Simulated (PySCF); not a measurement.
# Mo(OH)₂: structure of the triplet

Where does triplet Mo(OH)₂ go from a linear start, is the end point a minimum, and what are its modes, charges and moments?

The runs use PySCF 2.14.0; PBE0, basis Mo def2-TZVP with ECP28, O def2-TZVP, H def2-TZVP, scalar-relativistic core potentials, no spin–orbit coupling, density fitting.

### Step 1. Where the work starts

5 atoms, charge 0, spin multiplicity 3.

Bond lengths: Mo1–O2 2.010 Å, Mo1–O3 2.010 Å, O2–H4 0.960 Å, O3–H5 0.960 Å. Angles: O2–Mo1–O3 180.0°, Mo1–O2–H4 130.0°, Mo1–O3–H5 130.0°.

```xyz
5
charge 0 multiplicity 3
Mo    0.0000    0.0000    0.0000
O     0.0000    0.0000    2.0100
O     0.0000    0.0000   -2.0100
H    -0.7354    0.0000    2.6271
H     0.7354    0.0000   -2.6271
```

### Step 2. Finding the electronic state

The steps below are one call of a driver around PySCF. For each, scf.py gives the equivalent set-up of the SCF; relaxations use the driver's own optimiser. After this first run the driver tries any further starts and a stability analysis.

File scf.py:

```python
from pyscf import gto, scf, dft
mol = gto.M(atom='''
Mo     0.000000     0.000000     0.000000
O      0.000000     0.000000     2.010000
O      0.000000     0.000000    -2.010000
H     -0.735400     0.000000     2.627100
H      0.735400     0.000000    -2.627100''',
    basis={'Mo': 'def2-TZVP', 'O': 'def2-TZVP', 'H': 'def2-TZVP'},
    ecp={'Mo': 'def2-TZVP'},
    charge=0, spin=2)
mf = dft.UKS(mol, xc='PBE0')
mf.grids.atom_grid = (50, 194)
aux = {'Mo': 'def2-universal-JKFIT', 'O': 'def2-universal-JKFIT', 'H': 'def2-universal-JKFIT'}
mf = mf.density_fit(auxbasis=aux)
mf.conv_tol = 1e-08
mf.diis_space = 10
mf.max_cycle = 60
mf.init_guess = 'minao'
mf.verbose = 4
mf.kernel()
```

On the command line:

```sh
$ OMP_NUM_THREADS=4 python axn.py task.json out
```

Standard output:

```text
init E= -213.114050209681
[... the frontier-level lines of each cycle are left out ...]
cycle= 1 E= -219.420876249683  delta_E= -6.31  |g|= 0.831  |ddm|=  2.8
cycle= 2 E= -218.728107145861  delta_E= 0.693  |g|= 1.54  |ddm|= 1.51
cycle= 3 E= -219.657185346955  delta_E= -0.929  |g|= 0.282  |ddm|= 0.998
cycle= 4 E= -219.693725548375  delta_E= -0.0365  |g|= 0.0772  |ddm|= 0.286
cycle= 5 E= -219.699068881902  delta_E= -0.00534  |g|= 0.0204  |ddm|= 0.137
cycle= 6 E= -219.701096826434  delta_E= -0.00203  |g|= 0.0179  |ddm|= 0.095
cycle= 7 E= -219.703594002165  delta_E= -0.0025  |g|= 0.0177  |ddm|= 0.113
cycle= 8 E= -219.704171687464  delta_E= -0.000578  |g|= 0.0178  |ddm|= 0.0244
cycle= 9 E= -219.703056065857  delta_E= 0.00112  |g|= 0.0158  |ddm|= 0.0755
cycle= 10 E= -219.703471281924  delta_E= -0.000415  |g|= 0.00687  |ddm|= 0.174
cycle= 11 E= -219.704160720262  delta_E= -0.000689  |g|= 0.00348  |ddm|= 0.135
cycle= 12 E= -219.704275695153  delta_E= -0.000115  |g|= 0.00279  |ddm|= 0.0337
cycle= 13 E= -219.704316381275  delta_E= -4.07e-05  |g|= 0.00191  |ddm|= 0.0394
cycle= 14 E= -219.704329215  delta_E= -1.28e-05  |g|= 0.000863  |ddm|= 0.0143
cycle= 15 E= -219.70433121861  delta_E= -2e-06  |g|= 0.000863  |ddm|= 0.00332
cycle= 16 E= -219.704337779509  delta_E= -6.56e-06  |g|= 0.000695  |ddm|= 0.00801
cycle= 17 E= -219.70434710194  delta_E= -9.32e-06  |g|= 0.000605  |ddm|= 0.011
cycle= 18 E= -219.704358849134  delta_E= -1.17e-05  |g|= 0.000674  |ddm|= 0.0155
cycle= 19 E= -219.704369869238  delta_E= -1.1e-05  |g|= 0.000522  |ddm|= 0.0172
cycle= 20 E= -219.704376774253  delta_E= -6.91e-06  |g|= 0.000426  |ddm|= 0.0123
cycle= 21 E= -219.704393020434  delta_E= -1.62e-05  |g|= 0.000327  |ddm|= 0.0352
cycle= 22 E= -219.704392342874  delta_E= 6.78e-07  |g|= 0.000276  |ddm|= 0.00285
cycle= 23 E= -219.704399172794  delta_E= -6.83e-06  |g|= 0.000266  |ddm|= 0.024
cycle= 24 E= -219.704401095688  delta_E= -1.92e-06  |g|= 0.000307  |ddm|= 0.0106
cycle= 25 E= -219.704400853774  delta_E= 2.42e-07  |g|= 0.000229  |ddm|= 0.00255
cycle= 26 E= -219.704400905175  delta_E= -5.14e-08  |g|= 0.000227  |ddm|= 0.000559
cycle= 27 E= -219.704401321618  delta_E= -4.16e-07  |g|= 0.00023  |ddm|= 0.0044
cycle= 28 E= -219.704400172005  delta_E= 1.15e-06  |g|= 0.000465  |ddm|= 0.00502
cycle= 29 E= -219.704400970515  delta_E= -7.99e-07  |g|= 0.000229  |ddm|= 0.007
cycle= 30 E= -219.704401397699  delta_E= -4.27e-07  |g|= 0.000135  |ddm|= 0.00887
cycle= 31 E= -219.704401355701  delta_E= 4.2e-08  |g|= 0.00015  |ddm|= 0.00337
cycle= 32 E= -219.704401419991  delta_E= -6.43e-08  |g|= 7.46e-05  |ddm|= 0.00292
cycle= 33 E= -219.704401419726  delta_E= 2.65e-10  |g|= 3.79e-05  |ddm|= 0.000478
Extra cycle  E= -219.704401427948  delta_E= -8.22e-09  |g|= 5.24e-05  |ddm|= 0.00018
converged SCF energy = -219.704401427948  <S^2> = 2.0098653  2S+1 = 3.0065696
```

This step, with its further starts and checks, ran for 30 s (4 threads of Arm Neoverse V1, shared host).

Energies from each starting density:

| start | energy (Eh) |
| --- | --- |
| the minimal-basis guess | -219.704401 |
| a thermally smeared density | -219.706266 |
| a smeared PBE density | -219.704390 |

The first run landed in a state that is too high. Following the other starts and the instabilities gains 32.0 kJ/mol (-219.71657 Eh), and the work goes on from there.

### Step 3. Relaxing the triplet from the linear start

The program finds C2h symmetry in the start, which this walk keeps.

scf.py, as its differences from that of step 2:

```diff
@@ -4 +4 @@
-O      0.000000     0.000000     2.010000
+O     -0.000000     0.000000     2.010000
@@ -18 +17,0 @@
-mf.init_guess = 'minao'
```

The optimiser's trace:

| step | energy (Eh) | change (kJ/mol) | largest symmetric gradient (Eh/bohr) |
| --- | --- | --- | --- |
| 0 | -219.716572 | 0.00 | 0.04286 |
| 1 | -219.726535 | -26.16 | 0.01489 |
| 2 | -219.728613 | -31.61 | 0.00696 |
| 3 | -219.729370 | -33.60 | 0.00616 |
| 4 | -219.732750 | -42.47 | 0.02963 |
| 5 | -219.734836 | -47.95 | 0.00577 |
| 6 | -219.737262 | -54.32 | 0.00715 |
| 7 | -219.738837 | -58.46 | 0.01689 |
| 8 | -219.739822 | -61.04 | 0.00967 |
| 9 | -219.740248 | -62.16 | 0.00516 |
| 10 | -219.740315 | -62.34 | 0.00184 |
| 11 | -219.740321 | -62.35 | 0.00110 |
| 12 | -219.740325 | -62.36 | 0.00003 |

The walk took 63 s.

Geometry (Å) and forces (eV/Å) at some steps:

```
step 0
Mo   0.000   0.000   0.000   0.000   0.000   0.000
O    0.000   0.000   2.010  -0.010   0.000  -2.204
O    0.000   0.000  -2.010   0.010   0.000   2.204
H   -0.735   0.000   2.627   0.032   0.000  -0.087
H    0.735   0.000  -2.627  -0.032   0.000   0.087
step 1
Mo   0.000   0.000   0.000   0.000   0.000   0.000
O    0.001   0.000   1.927  -0.382   0.000  -0.766
O   -0.001   0.000  -1.927   0.382   0.000   0.766
H   -0.720   0.000   2.568   0.321   0.000  -0.123
H    0.720   0.000  -2.568  -0.321   0.000   0.123
step 6
Mo   0.000   0.000   0.000   0.000   0.000   0.000
O   -0.201   0.000   1.826  -0.367   0.000  -0.273
O    0.201   0.000  -1.826   0.367   0.000   0.273
H   -0.607   0.000   2.698   0.311   0.000  -0.185
H    0.607   0.000  -2.698  -0.311   0.000   0.185
step 12
Mo   0.000   0.000   0.000   0.000   0.000   0.001
O   -0.339   0.000   1.785  -0.001   0.000  -0.002
O    0.339   0.000  -1.785   0.001   0.000   0.002
H   -0.518   0.000   2.724   0.000   0.000  -0.001
H    0.518   0.000  -2.724   0.000   0.000   0.000
```

It settles in D∞h symmetry, 62.4 kJ/mol below the start, after 12 steps: Mo–O 1.816 Å (×2), O–H 0.956 Å (×2); H–O–Mo 180.0° (×2), O–Mo–O 180.0°.

### Step 4. Vibrations and properties at this point

The point is checked on the finer grid, and tightened if its gradient asks for it. The Hessian and the dipole derivatives come from central differences of analytic gradients, with steps of 0.02 bohr.

scf.py, as its differences from that of step 3:

```diff
@@ -4,4 +4,4 @@
-O     -0.000000     0.000000     2.010000
-O      0.000000     0.000000    -2.010000
-H     -0.735400     0.000000     2.627100
-H      0.735400     0.000000    -2.627100''',
+O     -0.339044     0.000000     1.784551
+O      0.339044     0.000000    -1.784551
+H     -0.517462     0.000000     2.723654
+H      0.517462    -0.000000    -2.723654''',
@@ -12 +12 @@
-mf.grids.atom_grid = (50, 194)
+mf.grids.atom_grid = (75, 302)
@@ -15 +15 @@
-mf.conv_tol = 1e-08
+mf.conv_tol = 1e-10
```

This SCF starts from the last density.

SCF at the final geometry:

```text
init E= -219.740308425094
[... the frontier-level lines of each cycle are left out ...]
cycle= 1 E= -219.740308425094  delta_E= -1.14e-13  |g|= 1.2e-06  |ddm|= 1.46e-06
Extra cycle  E= -219.740308425093  delta_E= 1.99e-12  |g|= 2.75e-06  |ddm|= 2.06e-06
converged SCF energy = -219.740308425093  <S^2> = 2.0201589  2S+1 = 3.0134093
```

The whole step took 41 s.

Geometry: D∞h; Mo–O 1.816 Å (×2), O–H 0.956 Å (×2); H–O–Mo 180.0° (×2), O–Mo–O 180.0°.

Harmonic modes (main isotopes):

```json
{"symmetry": "πu", "ω (cm⁻¹)": "70i", "IR (km/mol)": "77.1", "μ (u)": "2.68"}
{"symmetry": "πg", "ω (cm⁻¹)": "499", "IR (km/mol)": "0.0", "μ (u)": "1.15"}
{"symmetry": "πu", "ω (cm⁻¹)": "574", "IR (km/mol)": "190", "μ (u)": "1.53"}
{"symmetry": "σg+", "ω (cm⁻¹)": "769", "IR (km/mol)": "0.0", "μ (u)": "8.34"}
{"symmetry": "σu+", "ω (cm⁻¹)": "789", "IR (km/mol)": "222", "μ (u)": "11.16"}
{"symmetry": "σu+", "ω (cm⁻¹)": "3931", "IR (km/mol)": "583", "μ (u)": "1.07"}
{"symmetry": "σg+", "ω (cm⁻¹)": "3937", "IR (km/mol)": "0.0", "μ (u)": "1.07"}
```

2 modes are imaginary, the largest at 70i cm⁻¹: a saddle point, not a minimum.

Constants and moments:

```
Dipole moment                                                   : 0.00 D
Highest occupied level                                          : -4.54 eV
Lowest empty level                                              : -1.93 eV
Rotational constants                                            : 0.1393 cm⁻¹
Zero-point energy (real modes)                                  : 69.2 kJ/mol
Principal polarisabilities                                      : 66.3, 66.3, 67.4 bohr³
Atomisation energy without zero-point energy                    : 1566 kJ/mol
Principal traceless quadrupole moments about the centre of mass : -8.26, -8.26, 16.51 D Å
Spin squared ⟨S²⟩                                               : 2.020
```

Populations by atom (charges in e):

```
atom  Mulliken  Löwdin  polar tensor  spin (Mulliken)  Mayer order to Mo1
 Mo1      0.68    0.31          0.62             2.15                   –
O2,3     -0.69   -0.33         -0.64            -0.08                1.07
H4,5      0.35    0.17          0.33             0.00                0.01
```

Outer orbital energies (eV). α occupied: -13.81, -11.08, -11.08, -9.90, -9.90, -6.97, -6.97, -5.74; empty: -1.93, -1.93, 0.22, 0.28. β occupied: -27.58, -16.35, -13.84, -11.02, -11.02, -10.09, -10.09, -4.54; empty: -1.90, -1.90, -1.00, -1.00.

Mulliken populations on Mo1 (outside its core potential): s 3.31, p 6.13, d 3.84, f 0.04.

### Step 5. Following the imaginary mode

The atoms are moved a little along the softest imaginary mode and relaxed again.

The program finds C2v symmetry in the start, which this walk keeps. Threshold on the gradient: 0.0003 Eh/bohr, with a further test on the energy change.

scf.py, as its differences from that of step 4:

```diff
@@ -3,5 +3,5 @@
-Mo     0.000000     0.000000     0.000000
-O     -0.339044     0.000000     1.784551
-O      0.339044     0.000000    -1.784551
-H     -0.517462     0.000000     2.723654
-H      0.517462    -0.000000    -2.723654''',
+Mo     0.016747     0.022536     0.003182
+O     -0.380962    -0.056408     1.776587
+O      0.297126    -0.056408    -1.792515
+H     -0.665629    -0.199384     2.695504
+H      0.369295    -0.199384    -2.751804''',
@@ -12 +12 @@
-mf.grids.atom_grid = (75, 302)
+mf.grids.atom_grid = (50, 194)
@@ -15 +15 @@
-mf.conv_tol = 1e-10
+mf.conv_tol = 1e-08
```

Steps of the walk:

| step | energy (Eh) | change (kJ/mol) | largest symmetric gradient (Eh/bohr) |
| --- | --- | --- | --- |
| 0 | -219.739902 | 0.00 | 0.01631 |
| 1 | -219.740439 | -1.41 | 0.00287 |
| 2 | -219.740454 | -1.45 | 0.00047 |
| 3 | -219.740461 | -1.47 | 0.00070 |
| 4 | -219.740503 | -1.58 | 0.00354 |
| 5 | -219.740531 | -1.65 | 0.00480 |
| 6 | -219.740597 | -1.83 | 0.00489 |
| 7 | -219.740752 | -2.23 | 0.00305 |
| 8 | -219.740891 | -2.60 | 0.00271 |
| 9 | -219.740926 | -2.69 | 0.00069 |
| 10 | -219.740945 | -2.74 | 0.00037 |
| 11 | -219.740967 | -2.80 | 0.00060 |
| 12 | -219.740988 | -2.85 | 0.00118 |
| 13 | -219.740997 | -2.88 | 0.00190 |
| 14 | -219.741004 | -2.90 | 0.00086 |
| 15 | -219.741010 | -2.91 | 0.00022 |
| 16 | -219.741011 | -2.91 | 0.00014 |

The walk took 45 s.

Geometry (Å) and forces (eV/Å) at some steps:

```
step 0
Mo   0.017   0.023   0.003   0.016   0.022   0.003
O   -0.381  -0.056   1.777  -0.233  -0.131   0.694
O    0.297  -0.056  -1.793   0.039  -0.131  -0.731
H   -0.666  -0.199   2.696   0.245   0.120  -0.805
H    0.369  -0.199  -2.752  -0.067   0.120   0.839
step 1
Mo   0.019   0.025   0.004   0.017   0.024   0.003
O   -0.381  -0.057   1.775   0.034   0.009  -0.145
O    0.297  -0.057  -1.791  -0.020   0.009   0.148
H   -0.662  -0.200   2.676  -0.034  -0.021   0.092
H    0.365  -0.200  -2.732   0.002  -0.021  -0.098
step 8
Mo   0.161   0.216   0.031  -0.023  -0.029  -0.003
O   -0.338  -0.004   1.764  -0.033  -0.009   0.136
O    0.332  -0.004  -1.765   0.020  -0.011  -0.140
H   -0.754  -0.349   2.555   0.042   0.025  -0.123
H    0.236  -0.349  -2.654  -0.006   0.024   0.129
step 16
Mo   0.213   0.287   0.041   0.001   0.003   0.002
O   -0.317   0.022   1.760   0.001  -0.001  -0.008
O    0.350   0.022  -1.754  -0.002  -0.002   0.007
H   -0.786  -0.410   2.473   0.000   0.000   0.001
H    0.176  -0.410  -2.589   0.000   0.000  -0.002
```

End point (C2v, 16 steps, 2.9 kJ/mol gained): Mo–O 1.819 Å (×2), O–H 0.956 Å (×2); H–O–Mo 156.0° (×2), O–Mo–O 159.0°.

### Step 6. Vibrations and properties at this point

The same treatment as at the point before.

scf.py, as its differences from that of step 5:

```diff
@@ -3,5 +3,5 @@
-Mo     0.016747     0.022536     0.003182
-O     -0.380962    -0.056408     1.776587
-O      0.297126    -0.056408    -1.792515
-H     -0.665629    -0.199384     2.695504
-H      0.369295    -0.199384    -2.751804''',
+Mo     0.055747     0.075017     0.010591
+O     -0.475095    -0.190144     1.730078
+O      0.192495    -0.190144    -1.783769
+H     -0.943362    -0.622372     2.443149
+H      0.018366    -0.622372    -2.618888''',
@@ -12 +12 @@
-mf.grids.atom_grid = (50, 194)
+mf.grids.atom_grid = (75, 302)
@@ -15 +15 @@
-mf.conv_tol = 1e-08
+mf.conv_tol = 1e-10
```

Log of the central SCF (cycles and frontier levels):

```text
init E= -219.741011925558
[... the frontier-level lines of each cycle are left out ...]
cycle= 1 E= -219.741011925606  delta_E= -4.82e-11  |g|= 2.38e-06  |ddm|= 1.52e-05
Extra cycle  E= -219.741011925647  delta_E= -4.09e-11  |g|= 2.7e-06  |ddm|= 1.45e-05
converged SCF energy = -219.741011925647  <S^2> = 2.0184341  2S+1 = 3.0122644
```

The whole step ran for 71 s (4 threads of Arm Neoverse V1, shared host).

Geometry: C2v; Mo–O 1.819 Å (×2), O–H 0.956 Å (×2); H–O–Mo 156.0° (×2), O–Mo–O 158.9°.

Modes, for the most abundant isotopes:

| symmetry | ω (cm⁻¹) | IR (km/mol) | μ (u) |
| --- | --- | --- | --- |
| a1 | 98 | 15.3 | 3.00 |
| a2 | 468 | 0.0 | 1.13 |
| b1 | 504 | 162 | 1.46 |
| b2 | 519 | 95.3 | 1.18 |
| a1 | 551 | 90.5 | 1.50 |
| a1 | 762 | 20.2 | 6.91 |
| b2 | 784 | 197 | 8.49 |
| b2 | 3928 | 471 | 1.07 |
| a1 | 3933 | 107 | 1.07 |

All wavenumbers are real: a minimum.

Constants and moments:

```
Dipole moment                                                   : 1.64 D
Highest occupied level                                          : -4.53 eV
Lowest empty level                                              : -1.87 eV
Rotational constants                                            : 4.309, 0.1457, 0.1409 cm⁻¹
Zero-point energy                                               : 69.1 kJ/mol
Principal polarisabilities                                      : 65.5, 71.0, 74.8 bohr³
Atomisation energy without zero-point energy                    : 1568 kJ/mol
Principal traceless quadrupole moments about the centre of mass : -8.71, -2.66, 11.37 D Å
Entropy at 298.15 K and 1 bar (electronic part: spin only)      : 294.1 J/(mol K)
Heat capacity Cp at 298.15 K                                    : 67.8 J/(mol K)
Enthalpy at 298.15 K above 0 K                                  : 14.59 kJ/mol
Rotational symmetry number                                      : 2
Spin squared ⟨S²⟩                                               : 2.018
```

Charges (e) and bond orders:

```
atom  Mulliken  Löwdin  polar tensor  spin (Mulliken)  Mayer order to Mo1
 Mo1      0.70    0.30          0.83             2.12                   –
O2,3     -0.71   -0.32         -0.77            -0.07                1.09
H4,5      0.35    0.17          0.35             0.00                0.01
```

Mulliken populations on Mo1 (outside its core potential): s 3.21, p 6.12, d 3.93, f 0.04.

### Step 7. All stationary points

| spin | group | bonds | imaginary modes (cm⁻¹) | ΔE (kJ/mol) | with zero-point energy |
| --- | --- | --- | --- | --- | --- |
| triplet | C2v | Mo–O 1.819 Å (×2), O–H 0.956 Å (×2) | none | 0.0 | 0.0 |
| triplet | D∞h | Mo–O 1.816 Å (×2), O–H 0.956 Å (×2) | 70i, 70i | 1.8 | – |

### Step 8. Results

```
                                          quantity                                                                                      value
                                           minimum                                                                               triplet, C2v
                                          geometry                     Mo–O 1.819 Å (×2), O–H 0.956 Å (×2); H–O–Mo 156.0° (×2), O–Mo–O 158.9°
                                wavenumbers (cm⁻¹)  98 (a1), 468 (a2), 504 (b1), 519 (b2), 551 (a1), 762 (a1), 784 (b2), 3928 (b2), 3933 (a1)
                                     dipole moment                                                                                     1.64 D
highest occupied, lowest empty level (either spin)                                                                            -4.53, -1.87 eV
                        polar-tensor charge of Mo1                                                                                    +0.83 e
                                 zero-point energy                                                                                69.1 kJ/mol
                               entropy at 298.15 K                                                                            294.1 J/(mol K)
         atomisation energy (no zero-point energy)                                                                                1568 kJ/mol
                                              ⟨S²⟩                                                                                      2.018
```

In words: From C2h at the start the molecule goes to a C2v minimum, after a stop at a second-order saddle point 1.8 kJ/mol higher, from which it was pushed off along an imaginary mode. In the infrared the band at 3928 cm⁻¹ (b2) leads. Most of the spin sits on Mo1 (Mulliken spin 2.12, against 2 for the whole molecule). The first SCF alone would have been 32 kJ/mol too high. Other starts or spin states, not run here, may lie lower. Open d and f shells are described by one determinant, and the ground state may have another occupation or spin.

The search up to here took 4.2 min.
